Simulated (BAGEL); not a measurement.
# SiN2H6O (SMILES N[SiH](N)O): a chain of runs

Wanted: a single-point energy (HF/cc-pVDZ), then a single-point energy (NEVPT2(2,2)/cc-pVDZ), then the energy (CASPT2(2,2)/cc-pVDZ) of SiN2H6O. 

The calculation is run with BAGEL 1.2.2.

## 1. Starting point

The species is SiN2H6O (10 atoms), meant as a singlet with charge 0. SMILES: `N[SiH](N)O`. The shape is that of a PBE0-D4/def2-TZVP optimisation. This is one conformer, not always the lowest.

Bond lengths: N1–Si2 1.713 Å, Si2–N3 1.706 Å, Si2–O4 1.648 Å, N1–H5 1.007 Å, N1–H6 1.007 Å, Si2–H7 1.482 Å, N3–H8 1.007 Å, N3–H9 1.006 Å, O4–H10 0.959 Å. Some angles: N1–Si2–N3 104.7°, N1–Si2–O4 106.6°, N3–Si2–O4 119.3°, N1–Si2–H7 118.9°, N3–Si2–H7 106.1°, O4–Si2–H7 102.2°, Si2–N1–H5 119.8°, Si2–N1–H6 119.6°, Si2–N3–H8 121.6°, Si2–N3–H9 120.9°.

## 2. The energy at HF/cc-pVDZ (density fitting with svp-jkfit) (run 1)

Input file input.json:

```json
{ "bagel" : [

{
  "title" : "molecule",
  "basis" : "cc-pvdz.json",
  "df_basis" : "svp-jkfit",
  "angstrom" : "true",
  "geometry" : [
    { "atom" : "N", "xyz" : [   -0.775506,    1.215468,   -0.137778 ] },
    { "atom" : "Si", "xyz" : [    0.492294,    0.085668,    0.087122 ] },
    { "atom" : "N", "xyz" : [   -0.248606,   -1.249832,    0.847422 ] },
    { "atom" : "O", "xyz" : [    1.206694,   -0.118332,   -1.384178 ] },
    { "atom" : "H", "xyz" : [   -0.620700,    2.036300,   -0.700200 ] },
    { "atom" : "H", "xyz" : [   -1.413206,    1.405268,    0.618222 ] },
    { "atom" : "H", "xyz" : [    1.642694,    0.459468,    0.944022 ] },
    { "atom" : "H", "xyz" : [   -1.123506,   -1.625032,    0.519722 ] },
    { "atom" : "H", "xyz" : [    0.302294,   -1.942932,    1.325322 ] },
    { "atom" : "H", "xyz" : [    0.620794,   -0.317432,   -2.116578 ] }
  ]
},
{
  "title" : "hf"
},
{
  "title" : "print",
  "file" : "orbitals.molden",
  "orbitals" : "true"
}

]}
```

The basis set cc-pVDZ is read from a file made from the Basis Set Exchange's data (not shown).

Command:

```console
$ BAGEL_NUM_THREADS=1 BAGEL input.json > input.out
```

What it wrote:

```text
* using 1 threads per process

  ===============================================================
  ===============================================================

  *** Geometry ***

  { "atom" : "N", "xyz" : [     -1.465494,      2.296902,     -0.260363 ] },
  { "atom" : "Si", "xyz" : [      0.930301,      0.161889,      0.164637 ] },
  { "atom" : "N", "xyz" : [     -0.469797,     -2.361840,      1.601395 ] },
  { "atom" : "O", "xyz" : [      2.280321,     -0.223615,     -2.615717 ] },
  { "atom" : "H", "xyz" : [     -1.172953,      3.848049,     -1.323186 ] },
  { "atom" : "H", "xyz" : [     -2.670572,      2.655572,      1.168270 ] },
  { "atom" : "H", "xyz" : [      3.104242,      0.868269,      1.783943 ] },
  { "atom" : "H", "xyz" : [     -2.123119,     -3.070865,      0.982132 ] },
  { "atom" : "H", "xyz" : [      0.571253,     -3.671609,      2.504496 ] },
  { "atom" : "H", "xyz" : [      1.173131,     -0.599860,     -3.999753 ] },

  Number of auxiliary basis functions:      467

  Since a DF basis is specified, we compute 2- and 3-index integrals:
    o Being stored without compression. Storage requirement is 0.030 GB

  Number of basis functions:       90
  Number of electrons      :       42

    * METHOD: MOLECULE                             0.24

  *** RHF ***

  === Nuclear Repulsion ===
   186.6156257154

      * DIIS with orbital gradients will be used.

  === RHF iteration (cc-pvdz.json) ===
      0       -475.88354068          0.02175491           0.07
      1       -476.17895641          0.01285221           0.06
      2       -476.29665575          0.00140889           0.06
      3       -476.29822461          0.00042840           0.06
      4       -476.29835341          0.00012088           0.06
      5       -476.29836520          0.00002473           0.06
      6       -476.29836577          0.00000774           0.06
      7       -476.29836585          0.00000163           0.06
      8       -476.29836585          0.00000041           0.06
      9       -476.29836585          0.00000018           0.06
     10       -476.29836585          0.00000005           0.06
     11       -476.29836585          0.00000002           0.06
     12       -476.29836585          0.00000001           0.06
    * SCF iteration converged.

    * Permanent dipole moment:
           (    0.821475,     0.127237,     0.052399) a.u.

    * METHOD: HF                                   1.00

    * METHOD: PRINT                                0.02

  ===============================================================
```

Wall time 1.4 s (1 thread of Arm Neoverse V1, shared host); peak memory 0.15 GiB.

## 3. The energy at NEVPT2(2,2)/cc-pVDZ (density fitting with svp-jkfit) (run 2)

Input file nevpt2.json:

```json
{ "bagel": [

{
  "title": "molecule",
  "basis": "cc-pvdz.json",
  "df_basis": "svp-jkfit",
  "angstrom": true,
  "geometry": [
    { "atom": "N", "xyz": [      -0.775506,       1.215468,      -0.137778 ] },
    { "atom": "Si", "xyz": [       0.492294,       0.085668,       0.087122 ] },
    { "atom": "N", "xyz": [      -0.248606,      -1.249832,       0.847422 ] },
    { "atom": "O", "xyz": [       1.206694,      -0.118332,      -1.384178 ] },
    { "atom": "H", "xyz": [      -0.620700,       2.036300,      -0.700200 ] },
    { "atom": "H", "xyz": [      -1.413206,       1.405268,       0.618222 ] },
    { "atom": "H", "xyz": [       1.642694,       0.459468,       0.944022 ] },
    { "atom": "H", "xyz": [      -1.123506,      -1.625032,       0.519722 ] },
    { "atom": "H", "xyz": [       0.302294,      -1.942932,       1.325322 ] },
    { "atom": "H", "xyz": [       0.620794,      -0.317432,      -2.116578 ] }
  ]
},

{
  "title": "hf"
},

{
  "title": "casscf",
  "nstate": 1,
  "nact": 2,
  "nclosed": 20,
  "active": [13, 22],
  "maxiter": 200,
  "natocc": true
},

{
  "title": "nevpt2",
  "nstate": 1,
  "nact": 2,
  "nclosed": 20,
  "active": [13, 22],
  "maxiter": 200,
  "natocc": true,
  "ncore": 8
},

{
  "title": "print",
  "file": "orbitals.molden",
  "orbitals": true
}

]}
```

The basis set cc-pVDZ is read from a file made from the Basis Set Exchange's data (not shown).

Command:

```console
$ BAGEL_NUM_THREADS=1 BAGEL nevpt2.json > nevpt2.out
```

What it wrote:

```text
* using 1 threads per process

  ===============================================================
  ===============================================================

  *** Geometry ***

  { "atom" : "N", "xyz" : [     -1.465494,      2.296902,     -0.260363 ] },
  { "atom" : "Si", "xyz" : [      0.930301,      0.161889,      0.164637 ] },
  { "atom" : "N", "xyz" : [     -0.469797,     -2.361840,      1.601395 ] },
[... 6 lines of this table left out ...]
  { "atom" : "H", "xyz" : [      1.173131,     -0.599860,     -3.999753 ] },

  Number of auxiliary basis functions:      467

  Since a DF basis is specified, we compute 2- and 3-index integrals:
    o Being stored without compression. Storage requirement is 0.030 GB

  Number of basis functions:       90
  Number of electrons      :       42

    * METHOD: MOLECULE                             0.24

  *** RHF ***

  === Nuclear Repulsion ===
   186.6156257154

      * DIIS with orbital gradients will be used.

  === RHF iteration (cc-pvdz.json) ===
      0       -475.88354068          0.02175491           0.07
      1       -476.17895641          0.01285221           0.06
      2       -476.29665575          0.00140889           0.06
[... 9 lines of this table left out ...]
     12       -476.29836585          0.00000001           0.06
    * SCF iteration converged.

    * Permanent dipole moment:
           (    0.821475,     0.127237,     0.052399) a.u.

    * METHOD: HF                                   1.00

  ---------------------------
      CASSCF calculation
  ---------------------------

    ==== Active orbitals : =====
         Orbital 13
         Orbital 22
    ============================

    * nstate   :      1
    * nclosed  :     20
    * nact     :      2
    * nvirt    :     68
  === CASSCF iteration (cc-pvdz.json) ===

    * Using the second-order algorithm

      0  0      -476.29840523     1.00e-05      0.02

      1  0      -476.29853397     2.92e-05      0.26
[... 23 lines of this table left out ...]
     13  0      -476.31540463     8.47e-09      0.32

    * Second-order optimization converged. *

     guess   0:   closed 1.                   open ..

  === FCI iteration ===

      0  0      -476.29816730     9.33e-02      0.00
      1  0      -476.31539742     1.46e-03      0.00
      2  0 *    -476.31540463     2.36e-16      0.00

     * ci vector, state   0, <S^2> = 0.0000
       2.     0.9957623885
       .2    -0.0919633927

    * METHOD: CASSCF                               5.05

    * freezing 8 orbitals

  === DF-NEVPT2 calculation ===

    * 3-index integral transformation done
    * assembly done

      NEVPT2 correlation energy:   -0.6114409694      0.23

          (+0)     -0.5441409830
          (+0)'    -0.0249889931
          (+1)     -0.0041614060
          (+1)'    -0.0000000000
          (+2)     -0.0002838650
          (-1)     -0.0297575299
          (-1)'     0.0000000000
          (-2)     -0.0081081925

      NEVPT2 total energy:       -476.9268455970

    * METHOD: NEVPT2                               0.35

    * METHOD: PRINT                                0.02

  ===============================================================
```

It took 6.9 s on 1 thread of Arm Neoverse V1, shared host; peak memory 0.15 GiB.

## 4. A single-point energy at CASPT2(2,2)/cc-pVDZ (density fitting with svp-jkfit) (run 3)

Input file caspt2.json:

```json
{ "bagel": [

{
  "title": "molecule",
  "basis": "cc-pvdz.json",
  "df_basis": "svp-jkfit",
  "angstrom": true,
  "geometry": [
    { "atom": "N", "xyz": [   -0.775506,    1.215468,   -0.137778 ] },
    { "atom": "Si", "xyz": [    0.492294,    0.085668,    0.087122 ] },
    { "atom": "N", "xyz": [   -0.248606,   -1.249832,    0.847422 ] },
    { "atom": "O", "xyz": [    1.206694,   -0.118332,   -1.384178 ] },
    { "atom": "H", "xyz": [   -0.620700,    2.036300,   -0.700200 ] },
    { "atom": "H", "xyz": [   -1.413206,    1.405268,    0.618222 ] },
    { "atom": "H", "xyz": [    1.642694,    0.459468,    0.944022 ] },
    { "atom": "H", "xyz": [   -1.123506,   -1.625032,    0.519722 ] },
    { "atom": "H", "xyz": [    0.302294,   -1.942932,    1.325322 ] },
    { "atom": "H", "xyz": [    0.620794,   -0.317432,   -2.116578 ] }
  ]
},
{ "title": "hf" },
{ "title": "casscf", "nstate": 1, "nact": 2, "nclosed": 20, "active": [13, 22], "maxiter": 200, "natocc": true },
{ "title": "print", "file": "orbitals.molden", "orbitals": true },
{ "title": "smith", "method": "caspt2", "ms": true, "xms": true, "sssr": true, "shift": 0.2, "shift_imag": true, "ncore": 8 }

]}
```

The basis set cc-pVDZ is read from a file made from the Basis Set Exchange's data (not shown).

Command:

```console
$ BAGEL_NUM_THREADS=1 BAGEL caspt2.json > caspt2.out
```

What it wrote:

```text
* using 1 threads per process

  ===============================================================
  ===============================================================

  *** Geometry ***

  { "atom" : "N", "xyz" : [     -1.465494,      2.296902,     -0.260363 ] },
  { "atom" : "Si", "xyz" : [      0.930301,      0.161889,      0.164637 ] },
  { "atom" : "N", "xyz" : [     -0.469797,     -2.361840,      1.601395 ] },
[... 6 lines of this table left out ...]
  { "atom" : "H", "xyz" : [      1.173131,     -0.599860,     -3.999753 ] },

  Number of auxiliary basis functions:      467

  Since a DF basis is specified, we compute 2- and 3-index integrals:
    o Being stored without compression. Storage requirement is 0.030 GB

  Number of basis functions:       90
  Number of electrons      :       42

    * METHOD: MOLECULE                             0.24

  *** RHF ***

  === Nuclear Repulsion ===
   186.6156257154

      * DIIS with orbital gradients will be used.

[... 6 lines left out ...]
    * SCF iteration converged.
[... 1 line left out ...]
    * Permanent dipole moment:
[... 27 lines left out ...]
    * Second-order optimization converged. *
[... 9 lines left out ...]
     * ci vector, state   0, <S^2> = 0.0000
[... 16 lines left out ...]
    * Zeroth order energy : state  0       -1.4210836329
[... 4 lines left out ...]
       #      aibj      arbs      arbi      airj      risj      airs      arst      rist         Etot      error   time
[... 2 lines left out ...]
       0  -0.54318  -0.00962  -0.03034  -0.00455  -0.00039  -0.02152  -0.00000  -0.00000   -0.6096008  0.0020030   0.12
       1  -0.54349  -0.00971  -0.03054  -0.00469  -0.00043  -0.02225  -0.00000  -0.00000   -0.6111091  0.0003778   0.10
       2  -0.54353  -0.00971  -0.03050  -0.00470  -0.00043  -0.02230  -0.00000  -0.00000   -0.6111826  0.0000830   0.10
       3  -0.54353  -0.00971  -0.03050  -0.00470  -0.00044  -0.02231  -0.00000  -0.00000   -0.6111852  0.0000201   0.11
       4  -0.54353  -0.00971  -0.03050  -0.00470  -0.00044  -0.02231  -0.00000  -0.00000   -0.6111854  0.0000051   0.11
       5  -0.54353  -0.00971  -0.03050  -0.00470  -0.00044  -0.02231   0.00000  -0.00000   -0.6111854  0.0000011   0.11
       6  -0.54353  -0.00971  -0.03050  -0.00470  -0.00044  -0.02231   0.00000  -0.00000   -0.6111854  0.0000003   0.11

      ------------------------------------------------------------------------------------------------------------------

    * CASPT2 energy : state  0     -476.9290470213
        w/o shift correction       -476.9265900764
        reference weight              0.8466902220

    * METHOD: SMITH                                1.04

  ===============================================================
```

Wall time 7.5 s (1 thread of Arm Neoverse V1, shared host); peak memory 0.25 GiB.

## 5. Results

| quantity | value |
| --- | --- |
| run 1, HF/cc-pVDZ: total energy | -476.29837 Eh |
| run 1, HF/cc-pVDZ: dipole moment | 2.12 D |
| run 1, HF/cc-pVDZ: HOMO energy | -10.81 eV |
| run 1, HF/cc-pVDZ: LUMO energy | 4.81 eV |
| run 1, HF/cc-pVDZ: HOMO–LUMO gap | 15.62 eV |
| run 2, NEVPT2(2,2)/cc-pVDZ: total energy | -476.92685 Eh |
| run 3, CASPT2(2,2)/cc-pVDZ: total energy | -476.92905 Eh |
